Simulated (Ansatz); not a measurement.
# CH₄BrGaOS: ionisation energy by level of theory

One table from this session's results is given with a row withheld; the runs are named, their logs left out.

Computed with Ansatz 0.2.0, Gaussian basis. Level: unrestricted cation, the program's frozen cores in correlated methods.

Plan: UKS PBE-D4/def2-TZVPP; UKS r2SCAN-D4/def2-TZVPP; UKS PBE0-D4/def2-TZVPP; UKS B3LYP-D4/def2-TZVPP; UKS wB97X-V/def2-TZVPP; UKS wB97M-V/def2-TZVPP; UKS B2PLYP/def2-TZVPP; UHF-CCSD(T)/def2-TZVPP; UHF-MP2/def2-QZVPP; extrapolation to the limit; then −ε(HOMO) from the neutral's earlier runs with LDA (SPW92), PBE-D4, revPBE-D4, BLYP-D4, r2SCAN-D4, B97M-V, PBE0-D4, B3LYP-D4, r2SCANh-D4, r2SCAN0-D4, HSE06-D4, BHLYP-D4, CAM-B3LYP-D4, LC-ωPBE, ωB97X-V, ωB97M-V.

### The relaxed structure

All runs share one geometry, relaxed beforehand with PBE0-D4 in a triple-zeta def2 set.

SMILES `C[O][Ga]([SH])[Br]`, 9 atoms, charge 0, spin multiplicity 1.

Atoms are counted from 1 here; the program's logs count them from 0.

Bond lengths: C1–O2 1.410 Å, C1–H6 1.094 Å, C1–H7 1.094 Å, C1–H8 1.096 Å, O2–Ga3 1.767 Å, Ga3–S4 2.176 Å, Ga3–Br5 2.278 Å, S4–H9 1.346 Å. Angles: O2–C1–H6 109.4°, O2–C1–H7 109.5°, O2–C1–H8 113.1°, H6–C1–H7 108.4°, H6–C1–H8 108.2°, H7–C1–H8 108.2°, C1–O2–Ga3 124.5°, O2–Ga3–S4 118.9°, O2–Ga3–Br5 119.3°, S4–Ga3–Br5 121.7°, Ga3–S4–H9 91.6°.

Set-up of the first run:

in.yaml reads:

```yaml
crystal:
  periodic: [false, false, false]
  atoms:
    - {symbol: C, position_ang: [1.113429, 0.987110, 0.606215]}
    - {symbol: O, position_ang: [0.435156, -0.239509, 0.457721]}
    - {symbol: Ga, position_ang: [-0.937541, -0.499482, -0.624860]}
    - {symbol: S, position_ang: [-1.847334, -2.474189, -0.716512]}
    - {symbol: Br, position_ang: [-1.708531, 1.234326, -1.885301]}
    - {symbol: H, position_ang: [1.064133, 1.305255, 1.652093]}
    - {symbol: H, position_ang: [2.165505, 0.857331, 0.334185]}
    - {symbol: H, position_ang: [0.695381, 1.787091, -0.015123]}
    - {symbol: H, position_ang: [-0.980189, -2.957933, 0.191573]}
basis:
  gaussian: {orbitals: def2-TZVPP}
total_charge: 1
magnetization: {spin_polarized: true, initial_magnetization: 1}
hamiltonian: {xc: pbe, dispersion: d4}
```

On the command line:

```bash
ansatz run in.yaml --threads 2 --pin off --events-out ev --progress --plain --max-ram 32768MiB --backend cpu
```

Among the steps run: Cation, UKS PBE-D4/def2-TZVPP; Cation, UKS r2SCAN-D4/def2-TZVPP; Cation, UKS PBE0-D4/def2-TZVPP; Cation, UKS B3LYP-D4/def2-TZVPP; Cation, UKS wB97X-V/def2-TZVPP; Cation, UKS wB97M-V/def2-TZVPP; Cation, UKS B2PLYP (frozen core)/def2-TZVPP; Cation, UHF-CCSD(T)/def2-TZVPP; Cation, UHF-MP2/def2-QZVPP.

One table of the session follows, with a row left open; its other results are not shown here.

Orbital estimates, from the neutral's runs:

| functional | −ε(HOMO) (eV) |
| --- | --- |
| LDA (SPW92) | 6.72 |
| PBE-D4 | 6.57 |
| revPBE-D4 | 6.51 |
| BLYP-D4 | ? |
| r2SCAN-D4 | 6.89 |
| B97M-V | 6.96 |
| PBE0-D4 | 7.93 |
| B3LYP-D4 | 7.66 |
| r2SCANh-D4 | 7.39 |
| r2SCAN0-D4 | 8.14 |
| HSE06-D4 | 7.52 |
| BHLYP-D4 | 9.06 |
| CAM-B3LYP-D4 | 9.26 |
| LC-ωPBE | 10.67 |
| ωB97X-V | 10.30 |
| ωB97M-V | 10.15 |

**Question.** Estimate the row for BLYP-D4.

Worked estimate for «−ε(HOMO) (eV)». Against the share of exact exchange, B3LYP-D4 (0.2, 7.66), BHLYP-D4 (0.5, 9.06) give a slope of 4.67 per unit share; at 0 the line stands at 6.73.

**Answer.** −ε(HOMO) (eV): 6.43. In «−ε(HOMO) (eV)» the line misses by +0.30.
